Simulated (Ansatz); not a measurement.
**C3H7In: a ladder of functionals and wavefunction methods**

Aim: compute C3H7In with functionals from several rungs and with coupled cluster, and see how far each lands from CCSD(T) at the basis-set limit for the atomisation energy.

Computed with Ansatz 0.2.0, Gaussian basis. Level: functionals in def2-TZVPP, the program's frozen cores in correlated methods.

The runs, in order: LDA (SPW92), PBE-D4, revPBE-D4, BLYP-D4, r2SCAN-D4, B97M-V, PBE0-D4, B3LYP-D4, r2SCANh-D4, r2SCAN0-D4, HSE06-D4, BHLYP-D4, CAM-B3LYP-D4, LC-ωPBE, ωB97X-V, ωB97M-V, B2PLYP, PBE-QIDH; CCSD(T)/def2-SVP; CCSD(T)/def2-TZVPP; MP2/def2-QZVPP; extrapolation to the limit; RPA on PBE.

## 1. The geometry

An earlier PBE0-D4 in a triple-zeta def2 set relaxation fixed the geometry. In takes the def2 core potential; no spin-orbit term is included.

SMILES `C=[C](C)[InH2]`, 11 atoms, charge 0, spin multiplicity 1.

Atoms are counted from 1 here; the program's logs count them from 0.

Bond lengths: C1–C2 1.334 Å, C1–H5 1.086 Å, C1–H6 1.092 Å, C2–C3 1.498 Å, C2–In4 2.148 Å, C3–H7 1.095 Å, C3–H8 1.096 Å, C3–H9 1.095 Å, In4–H10 1.728 Å, In4–H11 1.728 Å. Angles: C2–C1–H5 122.6°, C2–C1–H6 121.5°, H5–C1–H6 115.8°, C1–C2–C3 121.3°, C1–C2–In4 116.9°, C3–C2–In4 121.8°, C2–C3–H7 111.3°, C2–C3–H8 111.8°, C2–C3–H9 111.3°, H7–C3–H8 108.0°, H7–C3–H9 106.1°, H8–C3–H9 108.0°, C2–In4–H10 116.7°, C2–In4–H11 121.4°, H10–In4–H11 121.9°.

## 2. LDA

This LDA is Slater exchange with PW92 correlation.

The input, in.yaml:

```yaml
crystal:
  periodic: [false, false, false]
  atoms:
    - {symbol: C, position_ang: [0.186704, 1.471330, 0.411497]}
    - {symbol: C, position_ang: [-0.011142, 0.181772, 0.134776]}
    - {symbol: C, position_ang: [-0.641383, -0.740798, 1.132108]}
    - {symbol: In, position_ang: [0.615114, -0.504172, -1.802346]}
    - {symbol: H, position_ang: [0.641468, 2.158971, -0.295563]}
    - {symbol: H, position_ang: [-0.102902, 1.899967, 1.372879]}
    - {symbol: H, position_ang: [-1.556450, -1.191384, 0.735051]}
    - {symbol: H, position_ang: [-0.895491, -0.221090, 2.062409]}
    - {symbol: H, position_ang: [0.023975, -1.573709, 1.380257]}
    - {symbol: H, position_ang: [1.326605, 0.671131, -2.849878]}
    - {symbol: H, position_ang: [0.413502, -2.152016, -2.281189]}
basis:
  gaussian: {orbitals: def2-TZVPP}
hamiltonian: {xc: lda}
output: {orbitals: {seedname: orbitals}}
```

On the command line:

```sh
> ansatz run in.yaml --threads 4 --pin off --events-out ev --progress --plain --max-ram 10444MiB
```

The runs that follow: PBE-D4 (GGA); revPBE-D4 (GGA); BLYP-D4 (GGA); r2SCAN-D4 (meta-GGA); B97M-V (meta-GGA); B3LYP-D4 (hybrid); r2SCANh-D4 (hybrid); r2SCAN0-D4 (hybrid); HSE06-D4 (hybrid); BHLYP-D4 (hybrid); CAM-B3LYP-D4 (range-separated); LC-ωPBE (range-separated); ωB97X-V (range-separated); ωB97M-V (range-separated); B2PLYP (double hybrid); PBE-QIDH (double hybrid); CCSD(T) in def2-SVP; CCSD(T) in def2-TZVPP; MP2 in def2-QZVPP; RPA on PBE orbitals.

Before running them: what should the planned runs give, taken together? Wanted: atomisation energy, CCSD(T)/CBS; farthest beyond LDA; mean size of error, GGA; mean size of error, meta-GGA; mean size of error, hybrid; mean size of error, range-separated; mean size of error, double hybrid; gap, smallest and largest; T1 diagnostic.

The runs gave:

| quantity | value |
| --- | --- |
| atomisation energy, CCSD(T)/CBS | 3842.6 kJ/mol |
| functionals within 38.4 kJ/mol (1.0 %) | revPBE-D4, BLYP-D4, r2SCAN-D4, B97M-V, PBE0-D4, B3LYP-D4, r2SCANh-D4, r2SCAN0-D4, HSE06-D4, CAM-B3LYP-D4, LC-ωPBE, ωB97X-V, ωB97M-V, PBE-QIDH |
| farthest beyond LDA | BHLYP-D4 (-93.3 kJ/mol) |
| mean size of error, GGA | 39.5 kJ/mol |
| mean size of error, meta-GGA | 9.2 kJ/mol |
| mean size of error, hybrid | 28.8 kJ/mol |
| mean size of error, range-separated | 7.6 kJ/mol |
| mean size of error, double hybrid | 33.2 kJ/mol |
| gap, smallest and largest | 3.59 eV (LDA (SPW92)), 10.15 eV (LC-ωPBE) |
| T1 diagnostic | 0.0128 |
| triples share of the correlation energy | 3.8 % |

In words: The LDA atomisation energy is off by 514.0 kJ/mol (13 %): it overbinds. PBE-D4 misses by +52.5 kJ/mol. Double hybrids carry the basis error of their MP2 part in triple zeta, and no dispersion term here, so their miss is partly the set-up's. The rungs range-separated, meta-GGA, hybrid, double hybrid miss on average by less than the doubt on the reference (38.4 kJ/mol), so they tie. Misses under about 38.4 kJ/mol are within the doubt on the reference itself, which lacks core-valence correlation, spin-orbit coupling and higher excitations, and its outer-core shells are covered unevenly. All levels share the lack of spin-orbit coupling, which lowers the free heavy atoms and so the true binding. Hartree-Fock recovers 74 % of the binding; the rest is correlation. CCSD(T) in def2-SVP is off by -164.9 kJ/mol, more than most functionals: a good method in a small basis is no reference. The gap grows from 3.6 to 10.1 eV across the functionals, mostly with the share of exact exchange. Correlated methods include outer-core shells of In, which these sets cover unevenly.
